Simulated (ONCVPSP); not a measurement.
**An ONCV potential for Ni, from input to tests**

Do these settings give a usable potential? It is generated, then checked for transferability, scattering, ghosts and hardness.

Program: ONCVPSP 4.0.1. Reference atom: PW91, fully relativistic, spherical and spin-unpolarised. All values are calculated.

### Step 1. Settings

Typed settings, in words:

```json
{
 "element": "nickel (Ni, Z = 28)",
 "type": "optimised norm-conserving Vanderbilt (ONCV)",
 "frozen core": "[Ne] 3s2",
 "valence charge": "16",
 "reference configuration": "3p6 3d8 4s2",
 "partial waves": "4s: rc 2.05 bohr, ncon 3, nbas 8, qcut 4 1/bohr, 3 projectors, debl 2.6 Ha; 3p: rc 1.05 bohr, ncon 4, nbas 9, qcut 14.8 1/bohr, 2 projectors, debl 3.5 Ha; 3d: rc 1.05 bohr, ncon 4, nbas 9, qcut 13.3 1/bohr, local",
 "local potential": "the d channel",
 "core correction": "polynomial model core, fcfact 0.2"
}
```

### Step 2. Generating the potential

Input file Ni.dat:

```
# ATOM AND REFERENCE CONFIGURATION
# atsym  z   nc   nv     iexc    psfile
  Ni 28.00    4    3  -109134      upf
#
#   n    l    f
    1    0    2.00
    2    0    2.00
    2    1    6.00
    3    0    2.00
    3    1    6.00
    3    2    8.00
    4    0    2.00
#
# PSEUDOPOTENTIAL AND OPTIMIZATION
# lmax
    2
#
#   l,   rc,      ep,       ncon, nbas, qcut
    0    2.05    0.00    3    8    4.00
    1    1.05    0.00    4    9   14.80
    2    1.05    0.00    4    9   13.30
#
# LOCAL POTENTIAL
# lloc, lpopt,  rc(5),   dvloc0
    2    5    1.05    0.00
#
# VANDERBILT-KLEINMAN-BYLANDER PROJECTORs
# l, nproj, debl
    0    3    2.60
    1    2    3.50
    2    0    3.50
#
# MODEL CORE CHARGE
# icmod, fcfact, rcfact
    1    0.20    0.00
#
# LOG DERIVATIVE ANALYSIS
# epsh1, epsh2, depsh
   -4.00    5.00    0.02
#
# OUTPUT GRID
# rlmax, drl
    6.00    0.01
#
# TEST CONFIGURATIONS
# ncnf
    4
# nvcnf
#   n    l    f
    3
    3    1    6.00
    3    2    8.00
    4    0    1.00
#
    3
    3    1    6.00
    3    2    8.00
    4    0    0.00
#
    3
    3    1    6.00
    3    2    7.00
    4    0    0.00
#
    3
    3    1    6.00
    3    2    8.00
    4    0    1.50
#
```

Run with:

```bash
$ oncvpspr.x < Ni.dat > Ni.out
```

**Question.** What will these runs give? Wanted: cutoffs for 1 and 0.1 mHa per electron, occupied waves; bound ghosts; GHOST(+) flags; largest miss of a reference level; largest test error; largest phase difference near zero energy, channels read; rms error of d²Exc/dn², without and with the model core.

The runs gave:

```
                                                quantity                     value
  cutoffs for 1 and 0.1 mHa per electron, occupied waves           76 Ha and 87 Ha
                                            bound ghosts           s at -171.49 eV
                                          GHOST(+) flags               s at 235 eV
                       largest miss of a reference level              144 meV (3d)
                            largest test error (AE − PS)  +52 meV, for 3p6 3d7 4s0
largest phase difference near zero energy, channels read                 0.008 rad
 rms error of d²Exc/dn², without and with the model core         8.87 and 5.85 mHa
```

It has a bound ghost (s), a state that the atom doesn't have, and that rules the file out. Already in the reference configuration the 3d level is off by 144 meV: its channel is the local one, which carries no spin-orbit splitting. The worst unpolarised test, 3p6 3d7 4s0, is off by 52 meV on 64.4 eV; by total energies transferability rates as fair. That test lies far up in energy; among those under 40 eV, nearer to bonding, the largest error is 45 meV. It counts as very hard, with 76 Ha needed at the looser tolerance. At the looser tolerance the 3d wave is the slowest; 3p needs 41 Ha. Near zero energy the phases of the channels with partial waves agree within 0.008 rad. The program also flags highly localised states, GHOST(+) (s). These are tests on the free atom; a crystal test is still owed.
